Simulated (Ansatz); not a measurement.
# FHISi+ (SMILES F[SiH+]I): single points off equilibrium

How do the functionals fare away from a minimum? The structure is a frame of a short trajectory.

Computed with Ansatz 0.2.0, Gaussian basis. Level: single points in def2-TZVPP.

Cores are frozen in the correlated methods. Filled d shells of the heavier atoms are correlated. Core potentials replace the inner electrons past krypton, and spin-orbit coupling is left out.

**1. Where the work starts**

SMILES `F[SiH+]I`, 4 atoms, charge 1, spin multiplicity 1.

Atoms are counted from 1 here; the program's logs count them from 0.

Bond lengths: F1–Si2 1.528 Å, Si2–I3 2.241 Å, Si2–H4 1.560 Å. Angles: F1–Si2–I3 128.4°, F1–Si2–H4 105.9°, I3–Si2–H4 125.7°.

As a file:

```xyz
4
FHISi
F    -1.2937   -0.2268    0.8528
Si   -0.0502    0.0125   -0.0024
I     2.0379   -0.7235    0.3409
H    -0.5168    0.8995   -1.1981
```

**2. PBE-D4/def2-TZVPP**

The input, run/in.yaml:

```yaml
crystal:
  periodic: [false, false, false]
  atoms:
    - {symbol: F, position_ang: [-1.293729, -0.226760, 0.852842]}
    - {symbol: Si, position_ang: [-0.050164, 0.012507, -0.002434]}
    - {symbol: I, position_ang: [2.037946, -0.723544, 0.340924]}
    - {symbol: H, position_ang: [-0.516754, 0.899525, -1.198082]}
basis:
  gaussian: {orbitals: def2-TZVPP}
total_charge: 1
hamiltonian: {xc: pbe, dispersion: d4}
output: {forces: true}
```

Run with:

```
> ansatz run in.yaml --threads 2 --pin off --events-out ev --progress --plain --max-ram 3481MiB
```

**3. r2SCAN-D4/def2-TZVPP**

Changes to run/in.yaml since step 2:

```diff
@@ -10,3 +10,3 @@
 total_charge: 1
-hamiltonian: {xc: pbe, dispersion: d4}
+hamiltonian: {xc: r2scan, dispersion: d4}
 output: {forces: true}
```

**4. PBE0-D4/def2-TZVPP**

Changes to run/in.yaml since step 3:

```diff
@@ -10,3 +10,3 @@
 total_charge: 1
-hamiltonian: {xc: r2scan, dispersion: d4}
-output: {forces: true}
+hamiltonian: {xc: pbe0, dispersion: d4}
+output: {forces: true, orbitals: {seedname: orbitals}}
```

**5. wB97M-V/def2-TZVPP**

Changes to run/in.yaml since step 4:

```diff
@@ -10,3 +10,3 @@
 total_charge: 1
-hamiltonian: {xc: pbe0, dispersion: d4}
-output: {forces: true, orbitals: {seedname: orbitals}}
+hamiltonian: {xc: {name: wB97M-V}}
+output: {forces: true}
```

**6. CCSD(T)/def2-TZVPP**

Changes to run/in.yaml since step 5:

```diff
@@ -10,3 +10,3 @@
 total_charge: 1
-hamiltonian: {xc: {name: wB97M-V}}
+correlation: {method: ccsd_t}
 output: {forces: true}
```

(Steps that only read results are left out.)

What does the calculation give? Wanted: energy less free atoms, CCSD(T)/def2-TZVPP; RMS force component; RMS force error; HOMO and LUMO, PBE0-D4; T1 diagnostic.

The runs gave:

| quantity | value |
| --- | --- |
| energy less free atoms, CCSD(T)/def2-TZVPP | -348.0 kJ/mol |
| RMS force component | 1.047 to 1.167 eV/Å over the methods |
| RMS force error | PBE-D4 0.304, r2SCAN-D4 0.047, PBE0-D4 0.062, wB97M-V 0.065 eV/Å |
| HOMO and LUMO, PBE0-D4 | -14.54 and -8.57 eV |
| T1 diagnostic | 0.012 |

Against CCSD(T) the functionals' energies less atoms differ by -53.9 to -15.9 kJ/mol, PBE-D4 by -53.9 kJ/mol. CCSD(T) in triple zeta still lacks some correlation energy of the bonds, so part of these gaps is its own basis error and they don't rank the functionals. On forces the order runs from r2SCAN-D4 to PBE-D4. Frozen-core CCSD(T) forces in triple zeta carry basis errors of their own, and this is one geometry, so small gaps rank nothing.
